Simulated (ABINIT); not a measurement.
Input of an ABINIT 10.8.3 (patched build) run:

Contents of run.abi:

```
# Datasets: ground state, then fixed potential
ndtset 2

# Pseudopotentials
pp_dirpath "./"
pseudos "Ru.GGA_PBE-JTH.xml, Nb.GGA_PBE-JTH.xml, C.GGA_PBE-JTH.xml"

# Structure
acell 4.065138 4.065138 4.065138 Angstrom
rprim
     1.0000000000     0.0000000000     0.0000000000
     0.0000000000     1.0000000000     0.0000000000
     0.0000000000     0.0000000000     1.0000000000
ntypat 3
znucl 44 41 6
natom 5
typat 1 1 1 2 3
xcart
     2.0325690000     2.0325690000     0.0000000000
     2.0325690000     0.0000000000     2.0325690000
     0.0000000000     2.0325690000     2.0325690000
     0.0000000000     0.0000000000     0.0000000000
     2.0325690000     2.0325690000     2.0325690000 Angstrom

# Plane-wave basis
ecut 625.861884 eV
pawecutdg 45.0

# Exchange and correlation
ixc -497498
usekden 1
pawxcdev 0

# Bands and occupations
occopt 3
tsmear 0.05 eV

# SCF cycle
nstep 100

# Output
iomode 3
prtwf 0
prteig 0
prtebands 0
enunit 1
prtden1 1
prtkden1 1

# Dataset 1
kptopt1 1
ngkpt1 7 7 7
nshiftk1 1
shiftk1 0.0 0.0 0.0
nband1 39
tolvrs1 1.0e-7

# Dataset 2: bands along G-X-M-G-R-X
iscf2 -2
getden2 1
getkden2 1
nband2 45
nbdbuf2 4
tolwfr2 1.0e-11
kptopt2 -5
ndivsm2 5
prteig2 1
kptbounds2
     0.0000000000     0.0000000000     0.0000000000
     0.0000000000     0.5000000000     0.0000000000
     0.5000000000     0.5000000000     0.0000000000
     0.0000000000     0.0000000000     0.0000000000
     0.5000000000     0.5000000000     0.5000000000
     0.0000000000     0.5000000000     0.0000000000
```

Potentials or basis: JTH PAW PBE v2.0.

Command:

```sh
$ mpirun --bind-to none -np 4 abinit run.abi > log 2>&1
```

What does it give for the pressure?

-6.3 GPa.

Predict the band gap on the k mesh.

none (metal or under the smearing width).

Levels at the corners of the path, in eV from the Fermi level:
```
point  band 30  band 31  band 32  band 33  band 34  band 35
    Γ    -1.48    -1.48     0.61     0.68     0.68     0.68
    X    -1.51    -1.51    -0.80    -0.29    -0.29     0.65
    M    -2.46    -1.71    -1.29    -1.05     0.39     0.39
    Γ    -1.48    -1.48     0.61     0.68     0.68     0.68
    R     0.19     0.19     0.19     0.42     0.42     0.42
    X    -1.51    -1.51    -0.80    -0.29    -0.29     0.65
```

Caveat: the PAW data sets were made with another functional, which shifts forces and pressure a little.
